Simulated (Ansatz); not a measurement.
# H5NSSn: inversion of the pyramid at N1

How high is the barrier for the inversion of the pyramid at N1? Relax the two ends, then run a nudged elastic band between them. SMILES of the start: [NH2][SnH2][SH].

Program: Ansatz 0.2.0. Level of theory: RKS PBE/def2-SVPD. These are calculated values, not measurements.

## Step 1: The system as given

Bond lengths: N1–Sn2 2.026 Å, Sn2–S3 2.385 Å, N1–H4 1.011 Å, N1–H5 1.013 Å, Sn2–H6 1.685 Å, Sn2–H7 1.706 Å, S3–H8 1.323 Å. Angles: N1–Sn2–S3 103.0°, N1–Sn2–H6 104.3°, N1–Sn2–H7 118.2°, S3–Sn2–H6 113.2°, S3–Sn2–H7 109.2°, H6–Sn2–H7 108.9°, Sn2–N1–H4 114.8°, Sn2–N1–H5 114.8°, H4–N1–H5 106.8°, Sn2–S3–H8 93.2°.

Coordinates:

```xyz
8

N    -1.1203    0.3775   -0.6771
Sn    0.5811    0.3795    0.4222
S     1.1714   -1.9300    0.5005
H    -1.5301    1.2892   -0.8262
H    -1.0380   -0.0593   -1.5870
H     0.1095    0.9946    1.9181
H     1.9117    1.2794   -0.1523
H    -0.0853   -2.3309    0.4018
```

## Step 2: Relaxing end A

input.yaml reads:

```yaml
crystal:
  periodic: [false, false, false]
  atoms:
    - { symbol: "N", position_ang: [-1.12026, 0.37746, -0.67709] }
    - { symbol: Sn, position_ang: [0.58112, 0.37949, 0.42216] }
    - { symbol: S, position_ang: [1.1714, -1.93, 0.50052] }
    - { symbol: H, position_ang: [-1.5301, 1.28921, -0.82624] }
    - { symbol: H, position_ang: [-1.03801, -0.0593, -1.58695] }
    - { symbol: H, position_ang: [0.10949, 0.99463, 1.91809] }
    - { symbol: H, position_ang: [1.91169, 1.27941, -0.15226] }
    - { symbol: H, position_ang: [-0.08533, -2.33091, 0.40177] }
basis:
  gaussian: { orbitals: def2-SVPD }
hamiltonian:
  xc: pbe
relax:
  f_tol: 0.015
  max_steps: 40
output:
  orbitals: {}
```

On the command line:

```console
> ansatz run input.yaml --threads 2 --pin off --max-ram 3072MiB --backend cpu --events-out ev --progress --plain --runs-dir out
```

The program printed (excerpt; [...] marks lines left out):

```text
Warning: RAYON_NUM_THREADS=2 ignored (pool sized by the plan → 2); use --threads N
[...]
Functional definition: PBE
[...]
1118 factors; their error is unknown
[...]
mean field -18227.47217749 eV, -669.8472474984 hartree, gradient 2.3e-5 eV, S^2 0.000000; 0 other end points of the search recorded, 0 dependent functions left out
[...]
reference -18227.47223201 eV, -669.8472495018 hartree; 25, 25 occupied and 94, 94 virtual orbitals, 1118 factors
relax step   1: F+E_penalty+E_count = -18227.47217749 eV  Δ(F+E_penalty+E_count) = +0.000e0 eV  max|allowed force component| = 1.368e0 eV/Å  Δτ_max = 0.0000 Å  (28 SCF iters, accepted)
[...]
relax step   3: F+E_penalty+E_count = -18227.56505659 eV  Δ(F+E_penalty+E_count) = -5.374e-3 eV  max|allowed force component| = 4.597e-1 eV/Å  Δτ_max = 0.1940 Å  (28 SCF iters, accepted)
[...]
relax step   5: F+E_penalty+E_count = -18227.58440320 eV  Δ(F+E_penalty+E_count) = +2.148e-3 eV  max|allowed force component| = 1.414e-1 eV/Å  Δτ_max = 0.0690 Å  (29 SCF iters, rejected (line search))
[...]
relax step   7: F+E_penalty+E_count = -18227.59531269 eV  Δ(F+E_penalty+E_count) = -1.422e-3 eV  max|allowed force component| = 2.748e-2 eV/Å  Δτ_max = 0.0418 Å  (29 SCF iters, accepted)
[...]
relax step   8: F+E_penalty+E_count = -18227.59536194 eV  Δ(F+E_penalty+E_count) = -4.925e-5 eV  max|allowed force component| = 4.624e-2 eV/Å  Δτ_max = 0.0107 Å  (31 SCF iters, accepted)
[...]
relax step   9: F+E_penalty+E_count = -18227.59543973 eV  Δ(F+E_penalty+E_count) = -7.779e-5 eV  max|allowed force component| = 6.002e-3 eV/Å  Δτ_max = 0.0072 Å  (30 SCF iters, accepted)
1118 factors; their error is unknown
mean field -18227.59543973 eV, -669.8517773022 hartree, gradient 2.0e-5 eV, S^2 0.000000; 1 other end points of the search recorded, 0 dependent functions left out
[...]
reference -18227.59549465 eV, -669.8517793204 hartree; 25, 25 occupied and 94, 94 virtual orbitals, 1118 factors
Total energy: -18227.59549465 eV, -669.8517793204 hartree
Atom 0 at    -1.148765     0.402476    -0.790146 Å, force     0.002867    -0.001225     0.002909 eV/Å
Atom 1 at     0.552981     0.365530     0.391757 Å, force     0.001849     0.001728    -0.000306 eV/Å
Atom 2 at     1.240205    -1.984799     0.425732 Å, force    -0.006002     0.004770    -0.000242 eV/Å
Atom 3 at    -1.664704     1.287575    -0.727634 Å, force     0.001169    -0.001552    -0.002101 eV/Å
Atom 4 at    -0.953640     0.225312    -1.781629 Å, force     0.000108     0.001534     0.002178 eV/Å
Atom 5 at     0.035663     0.927450     1.939019 Å, force     0.000755    -0.001185    -0.002826 eV/Å
Atom 6 at     1.949194     1.193120    -0.214014 Å, force    -0.002758    -0.000808     0.000475 eV/Å
Atom 7 at    -0.010933    -2.416674     0.756914 Å, force     0.002012    -0.003262    -0.000086 eV/Å
Dipole moment:    -0.144834     0.416840    -0.082873 e Å
```

Run time: 23 s. Hardware: 2 threads of Arm Neoverse V1, shared host; peak memory 0.15 GiB.

The steps of the relaxation:

```
step  energy from step 1 (eV)  largest force component (eV/Å)
   1                   0.0000                          1.3681
   2                  -0.0875                          0.4433
   3                  -0.0929                          0.4597
   4                  -0.1144                          0.1658
  5x                  -0.1122                          0.1414
   6                  -0.1217                          0.0500
   7                  -0.1231                          0.0275
   8                  -0.1232                          0.0462
   9                  -0.1233                          0.0060
```

Step 1 is the start. 1 step was tried and not accepted (marked x).

After: Bond lengths: N1–Sn2 2.072 Å, Sn2–S3 2.449 Å, N1–H4 1.026 Å, N1–H5 1.026 Å, Sn2–H6 1.726 Å, Sn2–H7 1.732 Å, S3–H8 1.364 Å. Angles: N1–Sn2–S3 104.8°, N1–Sn2–H6 105.0°, N1–Sn2–H7 117.0°, S3–Sn2–H6 112.6°, S3–Sn2–H7 103.7°, H6–Sn2–H7 113.6°, Sn2–N1–H4 113.2°, Sn2–N1–H5 113.1°, H4–N1–H5 107.7°, Sn2–S3–H8 92.9°.

## Step 3: End point B

The second end starts from a geometry with the move made by hand.

input.yaml, as its differences from that of step 2:

```diff
@@ -6,4 +6,4 @@
     - { symbol: S, position_ang: [1.1714, -1.93, 0.50052] }
-    - { symbol: H, position_ang: [-1.5301, 1.28921, -0.82624] }
-    - { symbol: H, position_ang: [-1.03801, -0.0593, -1.58695] }
+    - { symbol: H, position_ang: [-1.91428, 0.81541, -0.23074] }
+    - { symbol: H, position_ang: [-1.42551, -0.53718, -0.98631] }
     - { symbol: H, position_ang: [0.10949, 0.99463, 1.91809] }
```

On the command line:

```console
> ansatz run input.yaml --threads 2 --pin off --max-ram 3072MiB --backend cpu --events-out ev --progress --plain --runs-dir out
```

The program printed:

```text
Warning: RAYON_NUM_THREADS=2 ignored (pool sized by the plan → 2); use --threads N
The last accepted step is kept in <dir> (removed where the run ends without a failure and the disk answers)
Engine: ansatz 0.2.0, aarch64-unknown-linux-gnu
[... 1 set-up line as earlier in the session ...]
  parameter kappa = 0.804
  parameter beta = 0.06672455060314922
  exchange = pbe_x(kappa = kappa, mu = beta*pi^2/3)
  correlation = pbe_c(beta = beta)
1118 factors; their error is unknown
mean field evaluation 1: about -18218.3317 eV, gradient 6.5e1 eV
mean field evaluation 2: about -18149.9300 eV, gradient 1.4e2 eV
mean field evaluation 4: about -18226.6168 eV, gradient 1.6e1 eV
mean field evaluation 8: about -18227.4022 eV, gradient 1.0e-1 eV
mean field evaluation 16: about -18227.3825 eV, gradient 1.1e-3 eV
mean field -18227.38246179 eV, -669.8439505073 hartree, gradient 7.6e-5 eV, S^2 0.000000; 0 other end points of the search recorded, 0 dependent functions left out
the calculation of the forces begins
reference -18227.38251716 eV, -669.8439525420 hartree; 25, 25 occupied and 94, 94 virtual orbitals, 1118 factors
relax step   1: F+E_penalty+E_count = -18227.38246179 eV  Δ(F+E_penalty+E_count) = +0.000e0 eV  max|allowed force component| = 1.460e0 eV/Å  Δτ_max = 0.0000 Å  (29 SCF iters, accepted)
these checks for a lower state are left out or cut short: starts, cluster_reference, orbital_swaps, neighbouring_geometries, increment
1118 factors; their error is unknown
mean field -18227.52975884 eV, -669.8493635740 hartree, gradient 2.0e-5 eV, S^2 0.000000; 0 other end points of the search recorded, 0 dependent functions left out
the calculation of the forces begins
reference -18227.52981434 eV, -669.8493656136 hartree; 25, 25 occupied and 94, 94 virtual orbitals, 1118 factors
relax step   2: F+E_penalty+E_count = -18227.52975884 eV  Δ(F+E_penalty+E_count) = -1.473e-1 eV  max|allowed force component| = 3.408e-1 eV/Å  Δτ_max = 0.1930 Å  (35 SCF iters, accepted)
these checks for a lower state are left out or cut short: starts, cluster_reference, orbital_swaps, neighbouring_geometries, increment
1118 factors; their error is unknown
mean field evaluation 32: about -18227.5575 eV, gradient 1.1e-3 eV
mean field -18227.55754347 eV, -669.8503846404 hartree, gradient 2.3e-5 eV, S^2 0.000000; 0 other end points of the search recorded, 0 dependent functions left out
the calculation of the forces begins
reference -18227.55759984 eV, -669.8503867119 hartree; 25, 25 occupied and 94, 94 virtual orbitals, 1118 factors
relax step   3: F+E_penalty+E_count = -18227.55754347 eV  Δ(F+E_penalty+E_count) = -2.778e-2 eV  max|allowed force component| = 3.418e-1 eV/Å  Δτ_max = 0.1946 Å  (29 SCF iters, accepted)
these checks for a lower state are left out or cut short: starts, cluster_reference, orbital_swaps, neighbouring_geometries, increment
1118 factors; their error is unknown
mean field -18227.54838190 eV, -669.8500479588 hartree, gradient 8.8e-6 eV, S^2 0.000000; 0 other end points of the search recorded, 0 dependent functions left out
the calculation of the forces begins
reference -18227.54843852 eV, -669.8500500397 hartree; 25, 25 occupied and 94, 94 virtual orbitals, 1118 factors
relax step   4: F+E_penalty+E_count = -18227.54838190 eV  Δ(F+E_penalty+E_count) = +9.162e-3 eV  max|allowed force component| = 3.341e-1 eV/Å  Δτ_max = 0.1108 Å  (30 SCF iters, rejected (line search))
these checks for a lower state are left out or cut short: starts, cluster_reference, orbital_swaps, neighbouring_geometries, increment
1118 factors; their error is unknown
mean field -18227.58227304 eV, -669.8512934353 hartree, gradient 2.5e-5 eV, S^2 0.000000; 0 other end points of the search recorded, 0 dependent functions left out
the calculation of the forces begins
reference -18227.58232954 eV, -669.8512955114 hartree; 25, 25 occupied and 94, 94 virtual orbitals, 1118 factors
relax step   5: F+E_penalty+E_count = -18227.58227304 eV  Δ(F+E_penalty+E_count) = -2.473e-2 eV  max|allowed force component| = 1.310e-1 eV/Å  Δτ_max = 0.0541 Å  (28 SCF iters, accepted)
these checks for a lower state are left out or cut short: starts, cluster_reference, orbital_swaps, neighbouring_geometries, increment
1118 factors; their error is unknown
mean field -18227.59553367 eV, -669.8517807543 hartree, gradient 2.4e-5 eV, S^2 0.000000; 0 other end points of the search recorded, 0 dependent functions left out
the calculation of the forces begins
reference -18227.59559037 eV, -669.8517828380 hartree; 25, 25 occupied and 94, 94 virtual orbitals, 1118 factors
relax step   6: F+E_penalty+E_count = -18227.59553367 eV  Δ(F+E_penalty+E_count) = -1.326e-2 eV  max|allowed force component| = 1.548e-1 eV/Å  Δτ_max = 0.1000 Å  (29 SCF iters, accepted)
these checks for a lower state are left out or cut short: starts, cluster_reference, orbital_swaps, neighbouring_geometries, increment
1118 factors; their error is unknown
mean field -18227.61450268 eV, -669.8524778526 hartree, gradient 1.9e-5 eV, S^2 0.000000; 0 other end points of the search recorded, 0 dependent functions left out
the calculation of the forces begins
reference -18227.61455966 eV, -669.8524799467 hartree; 25, 25 occupied and 94, 94 virtual orbitals, 1118 factors
relax step   7: F+E_penalty+E_count = -18227.61450268 eV  Δ(F+E_penalty+E_count) = -1.897e-2 eV  max|allowed force component| = 1.311e-1 eV/Å  Δτ_max = 0.1500 Å  (29 SCF iters, accepted)
these checks for a lower state are left out or cut short: starts, cluster_reference, orbital_swaps, neighbouring_geometries, increment
1118 factors; their error is unknown
mean field evaluation 64: about -18227.6584 eV, gradient 3.0e-1 eV
mean field -18227.63420939 eV, -669.8532020608 hartree, gradient 1.9e-5 eV, S^2 0.000000; 0 other end points of the search recorded, 0 dependent functions left out
the calculation of the forces begins
reference -18227.63426673 eV, -669.8532041682 hartree; 25, 25 occupied and 94, 94 virtual orbitals, 1118 factors
relax step   8: F+E_penalty+E_count = -18227.63420939 eV  Δ(F+E_penalty+E_count) = -1.971e-2 eV  max|allowed force component| = 7.939e-2 eV/Å  Δτ_max = 0.2000 Å  (34 SCF iters, accepted)
these checks for a lower state are left out or cut short: starts, cluster_reference, orbital_swaps, neighbouring_geometries, increment
1118 factors; their error is unknown
mean field -18227.63142097 eV, -669.8530995885 hartree, gradient 2.0e-5 eV, S^2 0.000000; 0 other end points of the search recorded, 0 dependent functions left out
the calculation of the forces begins
reference -18227.63147857 eV, -669.8531017050 hartree; 25, 25 occupied and 94, 94 virtual orbitals, 1118 factors
relax step   9: F+E_penalty+E_count = -18227.63142097 eV  Δ(F+E_penalty+E_count) = +2.788e-3 eV  max|allowed force component| = 3.464e-1 eV/Å  Δτ_max = 0.1999 Å  (29 SCF iters, rejected (line search))
these checks for a lower state are left out or cut short: starts, cluster_reference, orbital_swaps, neighbouring_geometries, increment
1118 factors; their error is unknown
mean field -18227.64030265 eV, -669.8534259841 hartree, gradient 1.1e-5 eV, S^2 0.000000; 0 other end points of the search recorded, 0 dependent functions left out
the calculation of the forces begins
reference -18227.64036020 eV, -669.8534280988 hartree; 25, 25 occupied and 94, 94 virtual orbitals, 1118 factors
relax step  10: F+E_penalty+E_count = -18227.64030265 eV  Δ(F+E_penalty+E_count) = -6.093e-3 eV  max|allowed force component| = 3.983e-2 eV/Å  Δτ_max = 0.1000 Å  (30 SCF iters, accepted)
these checks for a lower state are left out or cut short: starts, cluster_reference, orbital_swaps, neighbouring_geometries, increment
1118 factors; their error is unknown
mean field -18227.64395434 eV, -669.8535601813 hartree, gradient 1.1e-5 eV, S^2 0.000000; 0 other end points of the search recorded, 0 dependent functions left out
the calculation of the forces begins
reference -18227.64401194 eV, -669.8535622980 hartree; 25, 25 occupied and 94, 94 virtual orbitals, 1118 factors
relax step  11: F+E_penalty+E_count = -18227.64395434 eV  Δ(F+E_penalty+E_count) = -3.652e-3 eV  max|allowed force component| = 1.008e-1 eV/Å  Δτ_max = 0.0975 Å  (30 SCF iters, accepted)
these checks for a lower state are left out or cut short: starts, cluster_reference, orbital_swaps, neighbouring_geometries, increment
1118 factors; their error is unknown
mean field evaluation 96: about -18227.6459 eV, gradient 9.1e-4 eV
mean field -18227.64591521 eV, -669.8536322418 hartree, gradient 1.2e-5 eV, S^2 0.000000; 0 other end points of the search recorded, 0 dependent functions left out
the calculation of the forces begins
reference -18227.64597278 eV, -669.8536343574 hartree; 25, 25 occupied and 94, 94 virtual orbitals, 1118 factors
relax step  12: F+E_penalty+E_count = -18227.64591521 eV  Δ(F+E_penalty+E_count) = -1.961e-3 eV  max|allowed force component| = 1.321e-1 eV/Å  Δτ_max = 0.1053 Å  (30 SCF iters, accepted)
these checks for a lower state are left out or cut short: starts, cluster_reference, orbital_swaps, neighbouring_geometries, increment
1118 factors; their error is unknown
mean field -18227.63156091 eV, -669.8531047310 hartree, gradient 1.2e-5 eV, S^2 0.000000; 0 other end points of the search recorded, 0 dependent functions left out
the calculation of the forces begins
reference -18227.63161818 eV, -669.8531068358 hartree; 25, 25 occupied and 94, 94 virtual orbitals, 1118 factors
relax step  13: F+E_penalty+E_count = -18227.63156091 eV  Δ(F+E_penalty+E_count) = +1.435e-2 eV  max|allowed force component| = 2.394e-1 eV/Å  Δτ_max = 0.0754 Å  (30 SCF iters, rejected (line search))
these checks for a lower state are left out or cut short: starts, cluster_reference, orbital_swaps, neighbouring_geometries, increment
1118 factors; their error is unknown
mean field -18227.64772532 eV, -669.8536987620 hartree, gradient 1.9e-5 eV, S^2 0.000000; 0 other end points of the search recorded, 0 dependent functions left out
the calculation of the forces begins
reference -18227.64778280 eV, -669.8537008746 hartree; 25, 25 occupied and 94, 94 virtual orbitals, 1118 factors
relax step  14: F+E_penalty+E_count = -18227.64772532 eV  Δ(F+E_penalty+E_count) = -1.810e-3 eV  max|allowed force component| = 2.419e-2 eV/Å  Δτ_max = 0.0377 Å  (30 SCF iters, accepted)
these checks for a lower state are left out or cut short: starts, cluster_reference, orbital_swaps, neighbouring_geometries, increment
1118 factors; their error is unknown
mean field -18227.64800815 eV, -669.8537091558 hartree, gradient 1.9e-5 eV, S^2 0.000000; 0 other end points of the search recorded, 0 dependent functions left out
the calculation of the forces begins
reference -18227.64806563 eV, -669.8537112683 hartree; 25, 25 occupied and 94, 94 virtual orbitals, 1118 factors
relax step  15: F+E_penalty+E_count = -18227.64800815 eV  Δ(F+E_penalty+E_count) = -2.828e-4 eV  max|allowed force component| = 1.476e-2 eV/Å  Δτ_max = 0.0320 Å  (29 SCF iters, accepted)
these checks for a lower state are left out or cut short: starts, cluster_reference, orbital_swaps, neighbouring_geometries, increment
1118 factors; their error is unknown
mean field -18227.64811649 eV, -669.8537131373 hartree, gradient 1.9e-5 eV, S^2 0.000000; 0 other end points of the search recorded, 0 dependent functions left out
the calculation of the forces begins
reference -18227.64817400 eV, -669.8537152509 hartree; 25, 25 occupied and 94, 94 virtual orbitals, 1118 factors
relax step  16: F+E_penalty+E_count = -18227.64811649 eV  Δ(F+E_penalty+E_count) = -1.083e-4 eV  max|allowed force component| = 2.035e-2 eV/Å  Δτ_max = 0.0403 Å  (29 SCF iters, accepted)
these checks for a lower state are left out or cut short: starts, cluster_reference, orbital_swaps, neighbouring_geometries, increment
1118 factors; their error is unknown
mean field evaluation 128: about -18227.6722 eV, gradient 1.4e-3 eV
mean field -18227.64803639 eV, -669.8537101938 hartree, gradient 1.9e-5 eV, S^2 0.000000; 0 other end points of the search recorded, 0 dependent functions left out
the calculation of the forces begins
reference -18227.64809389 eV, -669.8537123067 hartree; 25, 25 occupied and 94, 94 virtual orbitals, 1118 factors
relax step  17: F+E_penalty+E_count = -18227.64803639 eV  Δ(F+E_penalty+E_count) = +8.010e-5 eV  max|allowed force component| = 3.197e-2 eV/Å  Δτ_max = 0.0137 Å  (29 SCF iters, rejected (line search))
these checks for a lower state are left out or cut short: starts, cluster_reference, orbital_swaps, neighbouring_geometries, increment
1118 factors; their error is unknown
mean field -18227.64816180 eV, -669.8537148026 hartree, gradient 1.9e-5 eV, S^2 0.000000; 0 other end points of the search recorded, 0 dependent functions left out
the calculation of the forces begins
reference -18227.64821931 eV, -669.8537169161 hartree; 25, 25 occupied and 94, 94 virtual orbitals, 1118 factors
relax step  18: F+E_penalty+E_count = -18227.64816180 eV  Δ(F+E_penalty+E_count) = -4.531e-5 eV  max|allowed force component| = 1.016e-3 eV/Å  Δτ_max = 0.0037 Å  (31 SCF iters, accepted)
1118 factors; their error is unknown
mean field evaluation 160: about -18227.6482 eV, gradient 6.4e-5 eV
mean field -18227.64816180 eV, -669.8537148026 hartree, gradient 1.9e-5 eV, S^2 0.000000; 1 other end points of the search recorded, 0 dependent functions left out
the calculation of the forces begins
reference -18227.64821931 eV, -669.8537169161 hartree; 25, 25 occupied and 94, 94 virtual orbitals, 1118 factors
Total energy: -18227.64821931 eV, -669.8537169161 hartree
Atom 0 at    -1.252086     0.713663    -0.655275 Å, force    -0.000943    -0.001016    -0.000645 eV/Å
Atom 1 at     0.479042     0.293307     0.400854 Å, force    -0.000814     0.000868    -0.000361 eV/Å
Atom 2 at     1.174869    -2.078728     0.400482 Å, force     0.000066    -0.000552     0.000238 eV/Å
Atom 3 at    -2.088206     0.301484    -0.225566 Å, force     0.000109     0.000216     0.000323 eV/Å
Atom 4 at    -1.217765     0.373636    -1.623326 Å, force     0.000587     0.000760     0.000333 eV/Å
Atom 5 at     0.165401     0.791781     2.019920 Å, force     0.000379    -0.000573    -0.000227 eV/Å
Atom 6 at     1.761948     1.108241    -0.403217 Å, force     0.000592     0.000304     0.000019 eV/Å
Atom 7 at     0.205117    -2.455073     1.282268 Å, force     0.000024    -0.000007     0.000319 eV/Å
Dipole moment:    -0.228038     0.082634     0.052387 e Å
```

Wall time 44 s (2 threads of Arm Neoverse V1, shared host); peak memory 0.16 GiB.

Relaxation path:

```
step  energy from step 1 (eV)  largest force component (eV/Å)
   1                   0.0000                          1.4595
   2                  -0.1473                          0.3408
   3                  -0.1751                          0.3418
  4x                  -0.1659                          0.3341
   5                  -0.1998                          0.1310
   6                  -0.2131                          0.1548
   7                  -0.2320                          0.1311
   8                  -0.2517                          0.0794
  9x                  -0.2490                          0.3464
  10                  -0.2578                          0.0398
  11                  -0.2615                          0.1008
  12                  -0.2635                          0.1321
 13x                  -0.2491                          0.2394
  14                  -0.2653                          0.0242
  15                  -0.2655                          0.0148
  16                  -0.2657                          0.0203
 17x                  -0.2656                          0.0320
  18                  -0.2657                          0.0010
```

Step 1 is the start. 4 steps were tried and not accepted (marked x).

After: Bond lengths: N1–Sn2 2.071 Å, Sn2–S3 2.472 Å, N1–H4 1.026 Å, N1–H5 1.027 Å, Sn2–H6 1.723 Å, Sn2–H7 1.719 Å, S3–H8 1.364 Å. Angles: N1–Sn2–S3 115.5°, N1–Sn2–H6 105.6°, N1–Sn2–H7 106.8°, S3–Sn2–H6 109.2°, S3–Sn2–H7 104.2°, H6–Sn2–H7 116.0°, Sn2–N1–H4 112.7°, Sn2–N1–H5 112.7°, H4–N1–H5 106.8°, Sn2–S3–H8 93.7°.

(Part 1 of 2 ends here.)
